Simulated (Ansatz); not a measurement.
# CH₆FNSn: a spread of methods and bases

Aim: run CH₆FNSn under a spread of inputs, and see what each costs and gives.

Method: the settings change from run to run; program: Ansatz 0.2.0, Gaussian basis.

1 further run of the same task is left out (for a known fault of the program).

**1. The geometry**

An earlier PBE0-D4 in a triple-zeta def2 set relaxation fixed the geometry. Sn takes a core potential in def2 sets; no spin-orbit term is included.

10 atoms, charge 0, spin multiplicity 1.

Atoms are counted from 1 here; the program's logs count them from 0.

Bond lengths: C1–Sn2 2.121 Å, C1–H5 1.090 Å, C1–H6 1.090 Å, C1–H7 1.089 Å, Sn2–N3 2.000 Å, Sn2–F4 1.931 Å, Sn2–H8 1.704 Å, N3–H9 1.008 Å, N3–H10 1.008 Å. Angles: Sn2–C1–H5 108.9°, Sn2–C1–H6 110.7°, Sn2–C1–H7 109.4°, H5–C1–H6 109.4°, H5–C1–H7 109.0°, H6–C1–H7 109.5°, C1–Sn2–N3 112.0°, C1–Sn2–F4 103.5°, C1–Sn2–H8 120.3°, N3–Sn2–F4 105.0°, N3–Sn2–H8 111.0°, F4–Sn2–H8 103.2°, Sn2–N3–H9 117.9°, Sn2–N3–H10 118.0°, H9–N3–H10 110.2°.

**2. B97/def2-mTZVPP**

This run has a point charge of 1.00 e beside it.

Input file in.yaml:

```yaml
crystal:
  periodic: [false, false, false]
  atoms:
    - {symbol: C, position_ang: [-1.023269, 1.186913, 0.305621]}
    - {symbol: Sn, position_ang: [-0.012580, -0.424079, -0.632751]}
    - {symbol: N, position_ang: [1.522154, -1.085230, 0.465770]}
    - {symbol: F, position_ang: [-1.308591, -1.855366, -0.593429]}
    - {symbol: H, position_ang: [-1.191482, 0.935387, 1.352858]}
    - {symbol: H, position_ang: [-0.432425, 2.100720, 0.242845]}
    - {symbol: H, position_ang: [-1.985321, 1.342460, -0.181289]}
    - {symbol: H, position_ang: [0.413327, -0.329323, -2.280273]}
    - {symbol: H, position_ang: [1.719677, -0.610708, 1.333160]}
    - {symbol: H, position_ang: [2.381606, -1.311974, -0.009711]}
basis:
  gaussian: {orbitals: def2-mTZVPP, point_charges: [{charge: 1.00, position_ang: [5.570, -0.048, 0.964]}]}
hamiltonian: {xc: {name: B97}}
```

The run is started by

```console
> ansatz run in.yaml --threads 4 --pin off --events-out ev --progress --plain --max-ram 10444MiB
```

Log:

```text
Functional definition: B97
  name "B97"
  cite "Becke, J. Chem. Phys. 107, 8554 (1997) doi:10.1063/1.475007"
  parameter cx = 0.1943
  parameter cx0 = 0.8094
  parameter cx1 = 0.5073
  parameter cx2 = 0.7481
  parameter css0 = 0.1737
  parameter css1 = 2.3487
  parameter css2 = -2.4868
  parameter cos0 = 0.9454
  parameter cos1 = 0.7471
  parameter cos2 = -4.5961
  exchange = spin_sum(e_x_unif_s*poly(b97_u_x, cx0, cx1, cx2)) + cx*exact_x
  correlation = spin_sum(e_c_pw_same_spin*poly(b97_u_same, css0, css1, css2))
      + integral(e_c_pw_opposite_spin*poly(b97_u_opposite, cos0, cos1, cos2))
1229 factors; their error is unknown
mean field evaluation 1: about -11162.0796 eV, gradient 8.3e1 eV
mean field evaluation 2: about -11137.6075 eV, gradient 1.3e2 eV
mean field evaluation 4: about -11174.7814 eV, gradient 9.0e0 eV
mean field evaluation 8: about -11174.9640 eV, gradient 2.1e-1 eV
mean field evaluation 16: about -11175.0222 eV, gradient 6.5e-5 eV
mean field -11175.02221917 eV, -410.6744918523 hartree, gradient 6.5e-5 eV, S^2 0.000000; 0 other end points of the search recorded, 0 dependent functions left out
reference -11175.02225071 eV, -410.6744930115 hartree; 25, 25 occupied and 108, 108 virtual orbitals, 1229 factors
Total energy: -11175.02225071 eV, -410.6744930115 hartree
```

Wall time 2.7 s (4 threads of Arm Neoverse V1, shared host).

**3. SVWN5/def2-SVP**

Set apart from the defaults: finite nuclei, high accuracy.

Edit in.yaml of step 2 so:

```diff
@@ -14,3 +14,4 @@
 basis:
-  gaussian: {orbitals: def2-mTZVPP, point_charges: [{charge: 1.00, position_ang: [5.570, -0.048, 0.964]}]}
-hamiltonian: {xc: {name: B97}}
+  gaussian: {orbitals: def2-SVP, nuclear_model: gaussian}
+hamiltonian: {xc: {name: SVWN5}}
+accuracy: high
```

Same command.

Log:

```text
Functional definition: SVWN5
  name "SVWN5"
  cite "Dirac, Proc. Camb. Phil. Soc. 26, 376 (1930) doi:10.1017/S0305004100016108"
  cite "Slater, Phys. Rev. 81, 385 (1951) doi:10.1103/PhysRev.81.385"
  cite "Vosko, Wilk & Nusair, Can. J. Phys. 58, 1200 (1980) doi:10.1139/p80-159"
  exchange = slater_x
  correlation = vwn5_c
2383 factors; integrals over basis functions are off by at most 1.3e-8 eV
mean field evaluation 1: about -11102.9843 eV, gradient 8.9e1 eV
mean field evaluation 2: about -11039.6604 eV, gradient 1.7e2 eV
mean field evaluation 4: about -11119.2256 eV, gradient 1.9e1 eV
mean field evaluation 8: about -11120.0324 eV, gradient 6.0e-1 eV
mean field evaluation 16: about -11120.0234 eV, gradient 3.9e-5 eV
mean field -11120.02337041 eV, -408.6533214399 hartree, gradient 1.4e-8 eV, S^2 0.000000; 0 other end points of the search recorded, 0 dependent functions left out
reference -11120.02337433 eV, -408.6533215841 hartree; 25, 25 occupied and 73, 73 virtual orbitals, 2383 factors
Total energy: -11120.02337433 eV, -408.6533215841 hartree
```

It took 1.8 s on 4 threads of Arm Neoverse V1, shared host.

**4. r2SCAN0/def2-TZVPP**

Set apart from the defaults: atoms shaken by 0.03 Å, the search for lower states set to off.

Input file in.yaml:

```yaml
crystal:
  periodic: [false, false, false]
  atoms:
    - {symbol: C, position_ang: [-1.012116, 1.200739, 0.295139]}
    - {symbol: Sn, position_ang: [-0.015364, -0.421322, -0.660414]}
    - {symbol: N, position_ang: [1.520053, -1.144704, 0.459775]}
    - {symbol: F, position_ang: [-1.325876, -1.865739, -0.624138]}
    - {symbol: H, position_ang: [-1.199092, 0.924883, 1.386974]}
    - {symbol: H, position_ang: [-0.375305, 2.149017, 0.276590]}
    - {symbol: H, position_ang: [-1.970698, 1.331293, -0.204298]}
    - {symbol: H, position_ang: [0.440728, -0.370981, -2.244085]}
    - {symbol: H, position_ang: [1.720768, -0.589522, 1.342622]}
    - {symbol: H, position_ang: [2.425480, -1.267425, -0.036425]}
basis:
  gaussian: {orbitals: def2-TZVPP}
hamiltonian: {xc: {name: r2SCAN0}}
scf: {lower_state_search: off}
output: {forces: true}
```

Launched as before.

Log, cut to the lines that bear on the results:

```text
Functional definition: r2SCAN0
  name "r2SCAN0"
  cite "Bursch, Neugebauer, Ehlert & Grimme, J. Chem. Phys. 156, 134105 (2022) doi:10.1063/5.0086040"
  cite "Furness, Kaplan, Ning, Perdew & Sun, J. Phys. Chem. Lett. 11, 8208 (2020) doi:10.1021/acs.jpclett.0c02405"
  cite "Furness, Kaplan, Ning, Perdew & Sun, J. Phys. Chem. Lett. 11, 9248 (2020) doi:10.1021/acs.jpclett.0c03077"
  parent r2scan
[...]
1306 factors; their error is unknown
[...]
mean field -11174.54882392 eV, -410.6570948980 hartree, gradient 2.6e-6 eV, S^2 0.000000; 0 other end points of the search recorded, 0 dependent functions left out
[...]
reference -11174.54883602 eV, -410.6570953425 hartree; 25, 25 occupied and 202, 202 virtual orbitals, 1306 factors
Total energy: -11174.54883602 eV, -410.6570953425 hartree
Atom 0 at    -1.012116     1.200739     0.295139 Å, force     0.656360     0.559641     1.385544 eV/Å
Atom 1 at    -0.015364    -0.421322    -0.660414 Å, force    -0.105102    -0.627497     1.194433 eV/Å
Atom 2 at     1.520053    -1.144704     0.459775 Å, force     1.154716     1.141280     0.899447 eV/Å
Atom 3 at    -1.325876    -1.865739    -0.624138 Å, force     0.436860     0.574593     0.000107 eV/Å
Atom 4 at    -1.199092     0.924883     1.386974 Å, force     0.262878     0.357843    -1.606032 eV/Å
Atom 5 at    -0.375305     2.149017     0.276590 Å, force    -1.070370    -1.388518    -0.102567 eV/Å
Atom 6 at    -1.970698     1.331293    -0.204298 Å, force     0.173837     0.233476     0.132324 eV/Å
Atom 7 at     0.440728    -0.370981    -2.244085 Å, force     0.135840     0.072081    -0.730694 eV/Å
Atom 8 at     1.720768    -0.589522     1.342622 Å, force    -0.405257    -1.118551    -1.797620 eV/Å
Atom 9 at     2.425480    -1.267425    -0.036425 Å, force    -1.239763     0.195652     0.625058 eV/Å
Dipole moment:     0.426079     0.792190     0.013118 e Å
Checks for a lower state left out: stability, starts, cluster_reference, orbital_swaps, neighbouring_geometries, increment
```

Run time: 4 s. Hardware: 4 threads of Arm Neoverse V1, shared host; peak memory 0.57 GiB.

Largest force 2.156 eV/Å, dipole 4.32 D.

**5. PBE/def2-TZVPP**

Input file in.yaml:

```yaml
crystal:
  periodic: [false, false, false]
  atoms:
    - {symbol: C, position_ang: [-1.023269, 1.186913, 0.305621]}
    - {symbol: Sn, position_ang: [-0.012580, -0.424079, -0.632751]}
    - {symbol: N, position_ang: [1.522154, -1.085230, 0.465770]}
    - {symbol: F, position_ang: [-1.308591, -1.855366, -0.593429]}
    - {symbol: H, position_ang: [-1.191482, 0.935387, 1.352858]}
    - {symbol: H, position_ang: [-0.432425, 2.100720, 0.242845]}
    - {symbol: H, position_ang: [-1.985321, 1.342460, -0.181289]}
    - {symbol: H, position_ang: [0.413327, -0.329323, -2.280273]}
    - {symbol: H, position_ang: [1.719677, -0.610708, 1.333160]}
    - {symbol: H, position_ang: [2.381606, -1.311974, -0.009711]}
basis:
  gaussian: {orbitals: def2-TZVPP}
hamiltonian: {xc: {name: PBE}}
output: {forces: true}
```

Same command.

Log, cut to the lines that bear on the results:

```text
Functional definition: PBE
  name "PBE"
  cite "Perdew, Burke & Ernzerhof, Phys. Rev. Lett. 77, 3865 (1996) doi:10.1103/PhysRevLett.77.3865"
  parent pbe
[...]
1233 factors; their error is unknown
[...]
mean field -11170.52398287 eV, -410.5091847175 hartree, gradient 1.5e-5 eV, S^2 0.000000; 0 other end points of the search recorded, 0 dependent functions left out
[...]
reference -11170.52403584 eV, -410.5091866638 hartree; 25, 25 occupied and 202, 202 virtual orbitals, 1233 factors
Total energy: -11170.52403584 eV, -410.5091866638 hartree
Atom 0 at    -1.023269     1.186913     0.305621 Å, force    -0.056564     0.088471     0.055501 eV/Å
Atom 1 at    -0.012580    -0.424079    -0.632751 Å, force     0.153587     0.389460    -0.201929 eV/Å
Atom 2 at     1.522154    -1.085230     0.465770 Å, force    -0.020626    -0.272550     0.123196 eV/Å
Atom 3 at    -1.308591    -1.855366    -0.593429 Å, force    -0.400415    -0.455757     0.014530 eV/Å
Atom 4 at    -1.191482     0.935387     1.352858 Å, force    -0.033281    -0.045146     0.198323 eV/Å
Atom 5 at    -0.432425     2.100720     0.242845 Å, force     0.113802     0.168907    -0.014504 eV/Å
Atom 6 at    -1.985321     1.342460    -0.181289 Å, force    -0.181789     0.026374    -0.092976 eV/Å
Atom 7 at     0.413327    -0.329323    -2.280273 Å, force     0.056077    -0.001175    -0.210047 eV/Å
Atom 8 at     1.719677    -0.610708     1.333160 Å, force     0.070840     0.168910     0.292844 eV/Å
Atom 9 at     2.381606    -1.311974    -0.009711 Å, force     0.298369    -0.067494    -0.164937 eV/Å
Dipole moment:     0.420576     0.662923     0.076714 e Å
```

It took 2 s on 4 threads of Arm Neoverse V1, shared host.

Largest force 0.607 eV/Å, dipole 3.79 D.

**6. PBEsol/def2-TZVP**

Options: multiplicity 3, D4 dispersion, high accuracy.

Edit in.yaml of step 5 so:

```diff
@@ -14,4 +14,5 @@
 basis:
-  gaussian: {orbitals: def2-TZVPP}
-hamiltonian: {xc: {name: PBE}}
-output: {forces: true}
+  gaussian: {orbitals: def2-TZVP}
+magnetization: {spin_polarized: true, initial_magnetization: 2}
+hamiltonian: {xc: {name: PBEsol}, dispersion: d4}
+accuracy: high
```

Launched as before.

Log:

```text
Functional definition: PBEsol
  name "PBEsol"
  cite "Perdew et al., Phys. Rev. Lett. 100, 136406 (2008) doi:10.1103/PhysRevLett.100.136406"
  cite "Perdew, Burke & Ernzerhof, Phys. Rev. Lett. 77, 3865 (1996) doi:10.1103/PhysRevLett.77.3865"
  parent pbesol
  exchange = pbesol_x
  correlation = pbesol_c
3398 factors; integrals over basis functions are off by at most 2.2e-8 eV
mean field evaluation 1: about -11117.1331 eV, gradient 7.3e1 eV
mean field evaluation 2: about -11015.4000 eV, gradient 1.4e2 eV
mean field evaluation 4: about -11128.3837 eV, gradient 4.6e1 eV
mean field evaluation 8: about -11139.6595 eV, gradient 6.9e0 eV
mean field evaluation 16: about -11139.9763 eV, gradient 2.4e-2 eV
mean field evaluation 32: about -11139.9763 eV, gradient 9.7e-8 eV
mean field evaluation 64: about -11137.4510 eV, gradient 7.5e0 eV
mean field -11139.97629435 eV, -409.3865778700 hartree, gradient 2.6e-8 eV, S^2 2.002422; 8 other end points of the search recorded, 0 dependent functions left out
reference -11139.97629979 eV, -409.3865780700 hartree; 26, 24 occupied and 153, 155 virtual orbitals, 3398 factors
Total energy: -11140.03545686 eV, -409.3887520525 hartree
```

Run time: 14 s. Hardware: 4 threads of Arm Neoverse V1, shared host; peak memory 0.95 GiB.

⟨S²⟩ 2.002.

**7. wB97X/x2c-TZVPPall**

This run has a grid of angular degree 23, the search for lower states set to light.

Edit in.yaml of step 6 so:

```diff
@@ -14,5 +14,4 @@
 basis:
-  gaussian: {orbitals: def2-TZVP}
-magnetization: {spin_polarized: true, initial_magnetization: 2}
-hamiltonian: {xc: {name: PBEsol}, dispersion: d4}
-accuracy: high
+  gaussian: {orbitals: x2c-TZVPPall, final_grid: {core_spheres: 8, valence_spheres: 7, degree: 23}}
+hamiltonian: {xc: {name: wB97X}}
+scf: {lower_state_search: light}
```

Launched as before.

Log, cut to the lines that bear on the results:

```text
Functional definition: wB97X
  name "wB97X"
  cite "Chai & Head-Gordon, J. Chem. Phys. 128, 084106 (2008) doi:10.1063/1.2834918"
  cite "Becke, J. Chem. Phys. 107, 8554 (1997) doi:10.1063/1.475007"
[...]
  # The coefficients of nought are those of the uniform gas.
[...]
      + exact_x_lr(omega)
[...]
      + integral(e_c_pw_opposite_spin*poly(b97_u_opposite, 1, cos1, cos2, cos3, cos4))
1481 factors; their error is unknown
306 factors; integrals over basis functions are off by at most 8.2e-6 eV
[...]
mean field -173428.93380195 eV, -6373.3957628681 hartree, gradient 5.0e-5 eV, S^2 0.000000; 0 other end points of the search recorded, 0 dependent functions left out
reference -173428.93376749 eV, -6373.3957616018 hartree; 39, 39 occupied and 198, 198 virtual orbitals, 1481 factors
Total energy: -173428.93376749 eV, -6373.3957616018 hartree
Relativity: scalar
```

It took 3.4 s on 4 threads of Arm Neoverse V1, shared host; peak memory 0.59 GiB.

**8. wPBEh/def2-SVP**

Edit in.yaml of step 7 so:

```diff
@@ -14,4 +14,3 @@
 basis:
-  gaussian: {orbitals: x2c-TZVPPall, final_grid: {core_spheres: 8, valence_spheres: 7, degree: 23}}
-hamiltonian: {xc: {name: wB97X}}
-scf: {lower_state_search: light}
+  gaussian: {orbitals: def2-SVP}
+hamiltonian: {xc: {name: wPBEh}}
```

The command is unchanged.

Log, cut to the lines that bear on the results:

```text
Functional definition: wPBEh
  name "wPBEh"
  cite "Heyd, Scuseria & Ernzerhof, J. Chem. Phys. 118, 8207 (2003) doi:10.1063/1.1564060"
  cite "Krukau, Vydrov, Izmaylov & Scuseria, J. Chem. Phys. 125, 224106 (2006) doi:10.1063/1.2404663"
  cite "Heyd & Scuseria, J. Chem. Phys. 120, 7274 (2004) doi:10.1063/1.1668634"
  cite "Ernzerhof & Perdew, J. Chem. Phys. 109, 3313 (1998) doi:10.1063/1.476928"
  cite "Perdew, Burke & Ernzerhof, Phys. Rev. Lett. 77, 3865 (1996) doi:10.1103/PhysRevLett.77.3865"
  parent pbe
[...]
1180 factors; their error is unknown
91 factors; integrals over basis functions are off by at most 3.6e-7 eV
[...]
mean field -11164.42814963 eV, -410.2851669775 hartree, gradient 1.2e-5 eV, S^2 0.000000; 0 other end points of the search recorded, 0 dependent functions left out
reference -11164.42819088 eV, -410.2851684937 hartree; 25, 25 occupied and 73, 73 virtual orbitals, 1180 factors
Total energy: -11164.42819088 eV, -410.2851684937 hartree
```

Wall time 1.1 s (4 threads of Arm Neoverse V1, shared host).

**9. B3LYP5/x2c-TZVPPall**

Options: atoms shaken by 0.03 Å, the search for lower states set to full.

Input file in.yaml:

```yaml
crystal:
  periodic: [false, false, false]
  atoms:
    - {symbol: C, position_ang: [-1.001989, 1.175987, 0.379260]}
    - {symbol: Sn, position_ang: [-0.020994, -0.401725, -0.610667]}
    - {symbol: N, position_ang: [1.513276, -1.063426, 0.475652]}
    - {symbol: F, position_ang: [-1.296430, -1.839469, -0.592415]}
    - {symbol: H, position_ang: [-1.179514, 0.902837, 1.352068]}
    - {symbol: H, position_ang: [-0.426025, 2.056954, 0.222710]}
    - {symbol: H, position_ang: [-1.972389, 1.320237, -0.204313]}
    - {symbol: H, position_ang: [0.388714, -0.362111, -2.276403]}
    - {symbol: H, position_ang: [1.644473, -0.652560, 1.321508]}
    - {symbol: H, position_ang: [2.387389, -1.319013, 0.053408]}
basis:
  gaussian: {orbitals: x2c-TZVPPall}
hamiltonian: {xc: {name: B3LYP5}}
scf: {lower_state_search: full}
```

Same command.

Log, cut to the lines that bear on the results:

```text
Functional definition: B3LYP5
  name "B3LYP5"
  cite "Stephens, Devlin, Chabalowski & Frisch, J. Phys. Chem. 98, 11623 (1994) doi:10.1021/j100096a001"
  cite "Becke, Phys. Rev. A 38, 3098 (1988) doi:10.1103/PhysRevA.38.3098"
  cite "Lee, Yang & Parr, Phys. Rev. B 37, 785 (1988) doi:10.1103/PhysRevB.37.785"
  cite "Vosko, Wilk & Nusair, Can. J. Phys. 58, 1200 (1980) doi:10.1139/p80-159"
[...]
1486 factors; their error is unknown
[...]
mean field -173417.62709073 eV, -6372.9802488947 hartree, gradient 4.6e-5 eV, S^2 0.000000; 0 other end points of the search recorded, 0 dependent functions left out
reference -173417.62734188 eV, -6372.9802581245 hartree; 39, 39 occupied and 198, 198 virtual orbitals, 1486 factors
Total energy: -173417.62734188 eV, -6372.9802581245 hartree
Relativity: scalar
```

Run time: 3.2 s. Hardware: 4 threads of Arm Neoverse V1, shared host; peak memory 0.59 GiB.

**10. The runs in one table**

| level | charge | multiplicity | geometry | functions | energy (eV) | time |
| --- | --- | --- | --- | --- | --- | --- |
| B97/def2-mTZVPP | 0 | 1 | relaxed, point charge | 133 | -11175.022 | 2.7 s |
| SVWN5/def2-SVP | 0 | 1 | relaxed | 98 | -11120.023 | 1.8 s |
| r2SCAN0/def2-TZVPP | 0 | 1 | shaken | 227 | -11174.549 | 4 s |
| PBE/def2-TZVPP | 0 | 1 | relaxed | 227 | -11170.524 | 2 s |
| PBEsol/def2-TZVP | 0 | 3 | relaxed | 179 | -11140.035 | 14 s |
| wB97X/x2c-TZVPPall | 0 | 1 | relaxed | 237 | -173428.934 | 3.4 s |
| wPBEh/def2-SVP | 0 | 1 | relaxed | 98 | -11164.428 | 1.1 s |
| B3LYP5/x2c-TZVPPall | 0 | 1 | shaken | 237 | -173417.627 | 3.2 s |

**11. Results**

```
                                         quantity                   value
                                             runs                       8
                                         quickest   wPBEh/def2-SVP, 1.1 s
                                          slowest  PBEsol/def2-TZVP, 14 s
spread of total energies, same state and geometry             162308.9 eV
```

**Reading.** PBEsol/def2-TZVP took 13 times as long as wPBEh/def2-SVP. The jobs differ in tasks and options as well as level. The totals spread over 162309 eV; they can't be compared across methods or bases. Some of these runs are scalar-relativistic and others not, which shifts the totals of all-electron atoms past neon by eV; core potentials, where a basis has them, take the core out of the total altogether. At the PBE0-D4/def2-TZVP geometry and in the same state, runs without warnings or point charges leave forces up to 0.61 eV/Å (PBE/def2-TZVPP), against 2.2 eV/Å where the atoms were moved.
